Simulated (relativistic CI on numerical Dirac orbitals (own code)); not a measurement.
# Ions with 74 electrons, W to Pt⁴⁺: levels along an isoelectronic sequence

How do the lowest levels of 74-electron ions move as Z rises from 74 to 78? Each ion is run with the same configurations.

Method: Dirac-Coulomb-Breit CI, KLI orbitals optimised for each configuration, model QED (radiative potential, 1s self-energy scaled to tabulated hydrogen-like ionisation energies), valence Slater integrals scaled by 0.9, P86 correlation energy added to each configuration. Code: relativistic CI on numerical Dirac orbitals (own code) version 4.

## 1. Starting point

```
electrons      : 74
ions           : W, Re⁺, Os²⁺, Ir³⁺, Pt⁴⁺
configurations : [Xe] 4f14 5d6; [Xe] 4f14 5d5 6s; [Xe] 4f14 5d5 5f; [Kr] 4d10 4f14 5s 5p6 5d7; [Kr] 4d10 4f14 5p6 5d8; [Xe] 4f14 5d4 6s2; [Xe] 4f14 5d3 5f 6s2
```

## 2. W (Z = 74)

The run's settings:

```ini
atom W  Z=74  charge=0  electrons=74
nucleus A=184  rms_radius_fm=5.3658
hamiltonian dirac-coulomb  breit=on  qed=on  c_scale=1
orbitals kli  potential=per-configuration
slater_scale 0.9
correlation p86
mixing on
configurations
  [Xe] 4f14 5d6
  [Xe] 4f14 5d5 6s
  [Xe] 4f14 5d5 5f
  [Kr] 4d10 4f14 5s 5p6 5d7
  [Kr] 4d10 4f14 5p6 5d8
  [Xe] 4f14 5d4 6s2
  [Xe] 4f14 5d3 5f 6s2
end
```

Started as:

```bash
$ python run_levels.py task.json out
```

The settings of every run stand in task.json; they run in order.

## 3. Re⁺ (Z = 75)

The settings differ from step 2 so:

```diff
@@ -1,3 +1,3 @@
-atom W  Z=74  charge=0  electrons=74
-nucleus A=184  rms_radius_fm=5.3658
+atom Re  Z=75  charge=1  electrons=74
+nucleus A=187  rms_radius_fm=5.3698
 hamiltonian dirac-coulomb  breit=on  qed=on  c_scale=1
```

## 4. Os²⁺ (Z = 76)

The settings differ from step 3 so:

```diff
@@ -1,3 +1,3 @@
-atom Re  Z=75  charge=1  electrons=74
-nucleus A=187  rms_radius_fm=5.3698
+atom Os  Z=76  charge=2  electrons=74
+nucleus A=192  rms_radius_fm=5.4126
 hamiltonian dirac-coulomb  breit=on  qed=on  c_scale=1
```

## 5. Ir³⁺ (Z = 77)

The settings differ from step 4 so:

```diff
@@ -1,3 +1,3 @@
-atom Os  Z=76  charge=2  electrons=74
-nucleus A=192  rms_radius_fm=5.4126
+atom Ir  Z=77  charge=3  electrons=74
+nucleus A=193  rms_radius_fm=5.4032
 hamiltonian dirac-coulomb  breit=on  qed=on  c_scale=1
```

## 6. Pt⁴⁺ (Z = 78)

The settings differ from step 5 so:

```diff
@@ -1,3 +1,3 @@
-atom Ir  Z=77  charge=3  electrons=74
-nucleus A=193  rms_radius_fm=5.4032
+atom Pt  Z=78  charge=4  electrons=74
+nucleus A=195  rms_radius_fm=5.4270
 hamiltonian dirac-coulomb  breit=on  qed=on  c_scale=1
```

(Steps that only read results are left out.)

What does the calculation give? Wanted: lowest level, first ion; lowest level, last ion; changes of the lowest level; mean jj purity of the low levels.

As calculated:

```
                        quantity       value
         lowest level, first ion  5d5 6s 7S3
          lowest level, last ion     5d6 5D4
     changes of the lowest level     at Os²⁺
mean jj purity of the low levels  49 to 70 %
```

In words: The lowest level changes from 5d5 6s 7S3 to 5d6 5D4 at Os²⁺. Only the listed configurations are in the model, so lower levels can be missing. The near-neutral members are the least reliable. For W NIST tabulates another ground level.
